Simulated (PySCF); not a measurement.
# SnHBr3 (SMILES [H][Sn]([Br])([Br])[Br]) at 6 levels

Wanted: a comparison of 6 runs (HF/STO-3G, HF/3-21G, HF/def2-SVP, SVWN5/STO-3G, PBE0/def2-SVP, PBE/def2-TZVP) of SnHBr3. 

Program for the calculation: PySCF 2.14.0.

1 further run of the same task is left out (set aside as unsound or not needed).

## (1) The molecule

The species is SnHBr3 (5 atoms), meant as a singlet with charge 0. SMILES: `[H][Sn]([Br])([Br])[Br]`. Geometry: a GFN2-xTB relaxation, a rough one for these elements and not checked as a minimum.

Bond lengths: Sn1–Br3 2.514 Å, Sn1–Br4 2.513 Å, Sn1–Br5 2.513 Å, Sn1–H2 1.780 Å. Angles: Br3–Sn1–Br4 108.4°, Br3–Sn1–Br5 108.4°, Br4–Sn1–Br5 108.3°, H2–Sn1–Br3 110.7°, H2–Sn1–Br4 110.5°, H2–Sn1–Br5 110.5°.

## (2) Energy and gradient at HF/STO-3G (run 1)

Input file calc.py:

```python
# SnHBr3
from pyscf import gto, scf

molecule = gto.M(
    atom='''
Sn     0.002040    -0.001210     0.172990
H      0.005750    -0.016030     1.952670
Br     2.352490     0.010620    -0.718940
Br    -1.184540     2.039960    -0.687090
Br    -1.175730    -2.033340    -0.719630
''',
    basis='sto-3g',
    verbose=4,
    max_memory=1860,
)

mf = scf.RHF(molecule)
mf.conv_tol = 1e-10
mf.kernel()
if not mf.converged:
    mf = mf.newton().run(mf.mo_coeff, mf.mo_occ)

e_final = mf.e_tot
print('Final energy', e_final)
grad = mf.nuc_grad_method().kernel()
mf.analyze()
```

Command:

```console
$ OMP_NUM_THREADS=1 python calc.py
```

Log:

```text
PySCF version 2.14.0

[... 80 lines left out ...]
MO #2   energy= -484.443418839687  occ= 2
[... 15 lines left out ...]
MO #18  energy= -57.719772081321   occ= 2
[... 15 lines left out ...]
MO #34  energy= -6.87408745694849  occ= 2
[... 15 lines left out ...]
MO #50  energy= -2.22608933453318  occ= 2
[... 15 lines left out ...]
MO #66  energy= -0.881908835377865 occ= 2
[... 15 lines left out ...]
MO #82  energy= 0.380189725037733  occ= 0
[... 90 lines left out ...]
Dipole moment(X, Y, Z, Debye):  0.02286, -0.01696,  2.33517
```

It took 9.3 s on 1 thread of Arm Neoverse V2, shared host; peak memory 0.16 GiB.

## (3) Energy and forces at HF/3-21G (run 2)

Input file input.py:

```python
from pyscf import gto, scf

mol = gto.M(
    atom='''
Sn     0.003855    -0.002287     0.326904
H      0.010866    -0.030292     3.690012
Br     4.445562     0.020069    -1.358600
Br    -2.238456     3.854966    -1.298412
Br    -2.221808    -3.842456    -1.359904
''',
    max_memory=1860,
    basis='3-21g',
    unit='bohr',
    verbose=3,
    charge=0,
    spin=0,
)

hf = scf.RHF(mol)
hf.conv_tol = 1e-10
hf.kernel()
if not hf.converged:
    hf = hf.newton().run(hf.mo_coeff, hf.mo_occ)

e_final = hf.e_tot
print('E = %.10f Eh' % e_final)
grad = hf.nuc_grad_method().kernel()
hf.analyze()
```

Command:

```console
$ OMP_NUM_THREADS=1 python input.py
```

Log:

```text
converged SCF energy = -13677.1376341861
[... 23 lines left out ...]
MO #14  energy= -57.9868036844245  occ= 2
[... 16 lines left out ...]
MO #31  energy= -9.79348208497144  occ= 2
[... 16 lines left out ...]
MO #48  energy= -3.10214707761386  occ= 2
[... 16 lines left out ...]
MO #65  energy= -1.52637743566476  occ= 2
[... 16 lines left out ...]
MO #82  energy= 0.156786003752025  occ= 0
[... 16 lines left out ...]
MO #99  energy= 1.3272588002477    occ= 0
[... 6 lines left out ...]
Dipole moment(X, Y, Z, Debye):  0.02150, -0.01784,  2.42885
```

It took 9.3 s on 1 thread of Arm Neoverse V2, shared host; peak memory 0.21 GiB.

## (4) Energy and forces at HF/def2-SVP (core potential) (run 3)

Input file start.xyz:

```xyz
5

Sn     0.002040    -0.001210     0.172990
H      0.005750    -0.016030     1.952670
Br     2.352490     0.010620    -0.718940
Br    -1.184540     2.039960    -0.687090
Br    -1.175730    -2.033340    -0.719630
```

Input file run.py:

```python
import pyscf.grad
from pyscf import gto

mol = gto.M(
    atom='start.xyz',
    max_memory=1860,
    spin=0,
    ecp={'Sn': 'def2-svp'},
    verbose=4,
    basis='def2-svp',
)

mf = mol.RHF()
mf.conv_tol = 1e-10
mf.kernel()
if not mf.converged:
    mf = mf.newton().run(mf.mo_coeff, mf.mo_occ)

e_tot = mf.e_tot
print('E(%s) = %.9f' % ('HF', e_tot))
grad = mf.Gradients().kernel()
mf.analyze()
```

Command:

```console
$ OMP_NUM_THREADS=1 python run.py
```

Log:

```text
PySCF version 2.14.0

[... 94 lines left out ...]
MO #12  energy= -58.5256599907579  occ= 2
[... 22 lines left out ...]
MO #35  energy= -3.20025309921431  occ= 2
[... 22 lines left out ...]
MO #58  energy= -0.492855185931704 occ= 2
[... 22 lines left out ...]
MO #81  energy= 0.698658238860826  occ= 0
[... 22 lines left out ...]
MO #104 energy= 1.22964511821079   occ= 0
[... 22 lines left out ...]
MO #127 energy= 52.2676656331814   occ= 0
[... 135 lines left out ...]
Dipole moment(X, Y, Z, Debye):  0.01512, -0.01455,  1.95747
```

It took 21 s on 1 thread of Arm Neoverse V2, shared host; peak memory 0.37 GiB.

Runs 4 to 5 aren't shown in full; the table further down has their settings and results.

## (5) Energy and forces at PBE/def2-TZVP (core potential) (run 6)

Input file calc.py:

```python
import pyscf.grad
from pyscf import gto, dft

mol = gto.M(
    atom='''
Sn       0.002040      -0.001210       0.172990
H        0.005750      -0.016030       1.952670
Br       2.352490       0.010620      -0.718940
Br      -1.184540       2.039960      -0.687090
Br      -1.175730      -2.033340      -0.719630
''',
    verbose=3,
    max_memory=1860,
    spin=0,
    charge=0,
    basis='def2-tzvp',
    ecp={'Sn': 'def2-svp'},
)

calc0 = dft.RKS(mol)
calc0.xc = 'pbe'
calc0.conv_tol = 1e-10
calc0.grids.level = 5
calc0.kernel()
if not calc0.converged:
    calc0 = calc0.newton().run(calc0.mo_coeff, calc0.mo_occ)

etot = calc0.e_tot
print(f'total energy: {etot:.8f} hartree')
grad = calc0.Gradients().kernel()
dip = calc0.dip_moment()
pop, q = calc0.mulliken_pop()
```

Command:

```console
$ OMP_NUM_THREADS=1 python calc.py
```

Log:

```text
converged SCF energy = -7936.34440711384
total energy: -7936.34440711 hartree
[... 8 lines left out ...]
Dipole moment(X, Y, Z, Debye):  0.01005, -0.01152,  1.53397
[... 206 lines left out ...]
charge of    4Br =     -0.26754
```

Run time: 2.8 min. Hardware: 1 thread of Arm Neoverse V2, shared host; peak memory 3.2 GiB.

## (6) All runs side by side

| run | level | core potential | integration grid | energy (Eh) | dipole moment (D) | HOMO energy (eV) | LUMO energy (eV) | wall time |
| --- | --- | --- | --- | --- | --- | --- | --- | --- |
| 1 | HF/STO-3G | – | – | -13598.079543 | 2.34 | -8.73 | 5.62 | 9.3 s |
| 2 | HF/3-21G | – | – | -13677.137634 | 2.43 | -11.56 | 0.57 | 9.3 s |
| 3 | HF/def2-SVP (core potential) | def2-svp | – | -7930.371981 | 1.96 | -11.58 | 0.43 | 21 s |
| 4 | SVWN5/STO-3G | – | 5 | -13587.075501 | 1.83 | -4.16 | 0.65 | 13 s |
| 5 | PBE0/def2-SVP (core potential) | def2-svp | 5 | -7935.673216 | 1.74 | -8.57 | -3.09 | 63 s |
| 6 | PBE/def2-TZVP (core potential) | def2-svp | 5 | -7936.344407 | 1.53 | -7.39 | -3.97 | 2.8 min |

## (7) What came out

```
                       quantity           value
            run 6: total energy  -7936.34441 Eh
           run 6: dipole moment          1.53 D
             run 6: HOMO energy        -7.39 eV
             run 6: LUMO energy        -3.97 eV
           run 6: HOMO–LUMO gap         3.42 eV
run 6: largest force on an atom      0.748 eV/Å
```

The dipole moment (its size) runs from 1.53 D (PBE/def2-TZVP) to 2.43 D (HF/3-21G). The two ends differ in method and basis and core potential. The HOMO–LUMO gap runs from 3.42 eV (PBE/def2-TZVP) to 14.35 eV (HF/STO-3G). Totals of different functionals can't be ranked against each other. Some runs of one species differ in core potentials or relativity; totals across that change don't compare. In runs 1, 4 the basis is minimal, so the values are rough. In runs 1, 2, 4 relativity is left out where basis or elements ask for it. All runs together took 4.8 min, the longest 2.8 min.
